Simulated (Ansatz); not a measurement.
# C2H6FNSi: the cost of one run

The runs use Ansatz 0.2.0, Gaussian basis; the settings change from run to run.

### 1 The relaxed structure

An earlier PBE0-D4 in a triple-zeta def2 set relaxation fixed the geometry.

11 atoms, charge 0, spin multiplicity 1.

Atoms are counted from 1 here; the program's logs count them from 0.

Bond lengths: C1–C2 1.484 Å, C1–H6 1.092 Å, C1–H7 1.092 Å, C1–H8 1.087 Å, C2–F3 1.363 Å, C2–N4 1.237 Å, N4–Si5 1.734 Å, Si5–H9 1.487 Å, Si5–H10 1.484 Å, Si5–H11 1.484 Å. Angles: C2–C1–H6 109.7°, C2–C1–H7 109.7°, C2–C1–H8 110.0°, H6–C1–H7 107.2°, H6–C1–H8 110.1°, H7–C1–H8 110.1°, C1–C2–F3 109.8°, C1–C2–N4 127.8°, F3–C2–N4 122.4°, C2–N4–Si5 131.3°, N4–Si5–H9 115.1°, N4–Si5–H10 107.0°, N4–Si5–H11 107.0°, H9–Si5–H10 109.2°, H9–Si5–H11 109.2°, H10–Si5–H11 109.4°.

### 2 PBE/cc-pVTZ-DK

Options: charge +1, multiplicity 2, atoms shaken by 0.08 Å.

in.yaml

```yaml
crystal:
  periodic: [false, false, false]
  atoms:
    - {symbol: C, position_ang: [-1.340874, -0.146568, 1.331701]}
    - {symbol: C, position_ang: [-0.456129, 0.076490, 0.548016]}
    - {symbol: F, position_ang: [0.474298, 1.276011, 1.030662]}
    - {symbol: N, position_ang: [-0.122803, -0.361860, -0.576579]}
    - {symbol: Si, position_ang: [1.304539, -0.095645, -1.666883]}
    - {symbol: H, position_ang: [-1.932461, 0.937266, 1.447955]}
    - {symbol: H, position_ang: [-1.046880, -0.414480, 2.502936]}
    - {symbol: H, position_ang: [-1.986264, -0.926292, 1.100288]}
    - {symbol: H, position_ang: [2.156546, 0.990464, -1.334300]}
    - {symbol: H, position_ang: [0.851029, 0.237596, -2.848373]}
    - {symbol: H, position_ang: [2.077240, -1.536429, -1.666601]}
basis:
  gaussian: {orbitals: cc-pVTZ-DK}
total_charge: 1
magnetization: {spin_polarized: true, initial_magnetization: 1}
hamiltonian: {xc: {name: PBE}}
```

Command:

```sh
$ ansatz run in.yaml --threads 4 --pin off --events-out ev --progress --plain --max-ram 10444MiB
```

Q: Estimate wall time and peak memory on 4 threads of Intel Xeon 6975P-C, shared host.

About 3.5 s, with a peak of 0.48 GiB.
